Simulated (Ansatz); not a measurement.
# Hf3N2: further runs on the relaxed cell

The task here is to estimate one member of a computed series from the others.

Computed with Ansatz 0.2.0 (DFT PBEsol, scalar-relativistic, plane waves, PAW, unless a step's input says otherwise).

1 further run of the same task is left out (set aside as unsound or not needed).

### The starting structure

Symmetry: R-3m, No. 166, trigonal system. Conventional cell: a = 3.193 Å, b = 3.193 Å, c = 23.125 Å, α = 90.00°, β = 90.00°, γ = 120.00°. Hf (site symmetry 3m) is surrounded by 3 N at 2.26 Å. Hf (site symmetry -3m) has 6 N at 2.25 Å as nearest neighbours. N (site symmetry 3m) has 6 Hf at 2.25 to 2.26 Å as nearest neighbours.

Structure file:

```xyz
5
Lattice="1.5967 0.9218 7.7082 -1.5967 0.9218 7.7082 0.0000 -1.8437 7.7082" Properties=species:S:1:pos:R:3 pbc="T T T"
Hf    0.0000    0.0000   18.0135
Hf    0.0000    0.0000    5.1111
Hf    0.0000    0.0000    0.0000
N     0.0000    0.0000   14.1321
N     0.0000    0.0000    8.9924
```

It goes back to an entry of the Materials Project, which need not be the stable form.

It is the result of an earlier relaxation at this level (volume 13.61 Å³/atom; gap on the mesh: none (metal)).

The first run:

The input, input.yaml:

```yaml
crystal:
  lattice:
    - [1.5966746458, 0.9218405366, 7.708188549]
    - [-1.5966746458, 0.9218405366, 7.708188549]
    - [0.0, -1.8436810731, 7.7081885491]
  atoms:
    - { symbol: Hf, position: [0.7789751363, 0.7789751363, 0.7789751363] }
    - { symbol: Hf, position: [0.2210248637, 0.2210248637, 0.2210248637] }
    - { symbol: Hf, position: [0.0, 0.0, 0.0] }
    - { symbol: "N", position: [0.6111305274, 0.6111305274, 0.6111305274] }
    - { symbol: "N", position: [0.3888694726, 0.3888694726, 0.3888694726] }
basis:
  ecutwfc: 420
kpoints:
  mp_grid: { grid: [12, 12, 12] }
  band_path:
    path:
      - [[0.0, 0.0, 0.0], [0.5, 0.5, 0.5], [0.82379844, 0.17620156, 0.5]]
      - [[0.5, -0.17620156, 0.17620156], [0.5, 0.0, 0.0], [0.0, 0.0, 0.0], [0.33810078, -0.33810078, 0.0]]
      - [[0.66189922, 0.0, 0.33810078], [0.5, 0.0, 0.5], [0.0, 0.0, 0.0]]
    npoints: 14
hamiltonian:
  xc: pbesol
scf:
  occupations: { method: gaussian, width: 0.1 }
  n_extra_bands: 12
output:
  forces: true
  stress: true
  eigenvalues: true
  populations: true
  dos: { projected: true, de: 0.02, nscf_kmesh: { grid: [18, 18, 18] } }
  bader: true
```

Command:

```console
ansatz run input.yaml --threads 1 --pin off --max-ram 2560MiB --backend cpu --events-out ev --progress --plain --runs-dir out
```

Steps of the session up to this table: Electronic structure at the relaxed geometry; The cell scaled to 0.97 of its volume; Point at V/V0 = 1.03; The cell scaled to 0.94 of its volume; Point at V/V0 = 1.06.

One table of the session follows, with a row left open; its other results are not shown here.

It belongs to the step «Fit of the equation of state». 

| volume (Å³/atom) | energy above the lowest point (meV/atom) | pressure (GPa) |
| --- | --- | --- |
| 12.798 | 37.7 | 15.53 |
| 13.206 | ? | ? |
| 13.615 | 0.0 | -0.02 |
| 14.023 | 8.2 | -6.21 |
| 14.432 | 31.0 | -11.52 |

Estimate the missing values for volume (Å³/atom) = 13.206.

Worked estimate for «energy above the lowest point (meV/atom)». A straight line through the neighbours (12.798, 37.7) and (13.615, 0.0) gives 37.7 + (0.0 − 37.7) × (13.206 − 12.798) / (13.615 − 12.798) = 18.9; a parabola fitted to 3 rows on both sides gives 9.8.

The run gave: energy above the lowest point (meV/atom): 8.9; pressure (GPa): 7.19. In «energy above the lowest point (meV/atom)» the line misses by +10.0 and the parabola by +0.9.

To keep in mind: Warnings in the runs' records: eigensolver not converged, forces off the residual converged image.
